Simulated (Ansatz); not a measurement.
Born–Oppenheimer molecular dynamics of a periodic cell of 16 atoms, YbH3 (host YbH3, host structure Fm-3m). It goes on from the last frame of an earlier run, with new velocities.

All numbers below come from Ansatz 0.2.0, DFT r2SCAN, scalar-relativistic, plane waves, PAW. Settings: accuracy low, cutoff 500 eV, k mesh 2x2x2, fermi-dirac smearing 0.05 eV, no spin polarisation.

```
ensemble                      : NVE (velocity Verlet)
time step                     : 0.5 fs
steps asked                   : 110
starting velocities drawn for : 650 K
seed                          : 452802
```

First frame:

```xyz
16
Lattice="5.2620 0.0000 0.0000 0.0000 5.2620 0.0000 0.0000 0.0000 5.2620" Properties=species:S:1:pos:R:3
Yb -0.017 0.003 0.002
H 3.914 4.145 3.932
H 1.280 1.216 1.468
H 2.218 1.904 3.479
Yb 2.586 2.634 0.082
H 1.673 1.317 3.615
H 3.944 3.615 1.377
H 0.356 0.495 2.916
Yb 2.609 -0.044 2.567
H 1.392 4.167 1.128
H 3.791 1.373 3.875
H 0.150 2.554 -0.462
Yb 0.050 2.680 2.666
H 4.107 1.267 1.260
H 1.591 4.101 3.829
H 2.694 0.546 -0.256
```

Task: What does the run give?

Result: The run went to its last step.

```
steps done                                               : 110
time covered                                             : 55 fs
mean temperature over the second half                    : 678 K
spread of the potential energy over the second half      : 11.4 meV per atom
mean potential energy of the second half above the start : -3.4 meV per atom
```

The conserved energy stayed within 0.34 meV per atom of its start (net change 0.16 meV per atom), so the integration is sound. A run of 0.055 ps of so small a system gives no equilibrium averages. Limits of this set-up: coarse k mesh, low accuracy level.

Task: What happens to the structure?

Result: Mean squared displacements from the first frame to the last, about the centre of mass: Yb 0.01 Å², H 0.23 Å². The details hang on the random start.

Task: How do temperature and energy run in time?

Result: 
| time (fs) | T (K) | potential energy less start (eV) | conserved less start (meV/atom) |
| --- | --- | --- | --- |
| 0 | 650 | 0.000 | 0.00 |
| 1.5 | 571 | 0.153 | 0.06 |
| 3 | 570 | 0.154 | -0.04 |
| 4.5 | 574 | 0.146 | -0.05 |
| 6 | 564 | 0.167 | 0.02 |
| 7.5 | 609 | 0.080 | 0.05 |
| 9 | 741 | -0.176 | 0.00 |
| 10.5 | 898 | -0.483 | -0.10 |
| 12 | 974 | -0.631 | -0.15 |
| 13.5 | 911 | -0.509 | -0.12 |
| 15 | 750 | -0.194 | -0.02 |
| 16.5 | 601 | 0.097 | 0.07 |
| 18 | 557 | 0.182 | 0.06 |
| 19.5 | 607 | 0.082 | -0.07 |
| 21 | 638 | 0.023 | -0.01 |
| 22.5 | 708 | -0.112 | -0.03 |
| 24 | 791 | -0.276 | -0.15 |
| 25.5 | 762 | -0.218 | -0.04 |
| 27 | 698 | -0.094 | -0.01 |
| 28.5 | 641 | 0.017 | 0.00 |
| 30 | 600 | 0.096 | 0.01 |
| 31.5 | 580 | 0.135 | 0.01 |
| 33 | 586 | 0.125 | 0.02 |
| 34.5 | 624 | 0.051 | 0.01 |
| 36 | 681 | -0.063 | -0.11 |
| 37.5 | 646 | 0.005 | -0.19 |
| 39 | 616 | 0.068 | 0.18 |
| 40.5 | 801 | -0.297 | -0.26 |
| 42 | 838 | -0.366 | -0.06 |
| 43.5 | 810 | -0.312 | -0.04 |
| 45 | 751 | -0.196 | -0.05 |
| 46.5 | 656 | -0.012 | -0.02 |
| 48 | 563 | 0.169 | 0.04 |
| 49.5 | 543 | 0.209 | 0.08 |
| 51 | 639 | 0.022 | 0.03 |
| 52.5 | 794 | -0.283 | -0.19 |
| 54 | 809 | -0.311 | -0.23 |

The run took 22 min on 2 threads of Intel(R) Xeon(R) Platinum 8259CL CPU @ 2.50GHz (Skylake/Cascade Lake), with other jobs on the host, peak memory 0.79 GiB.
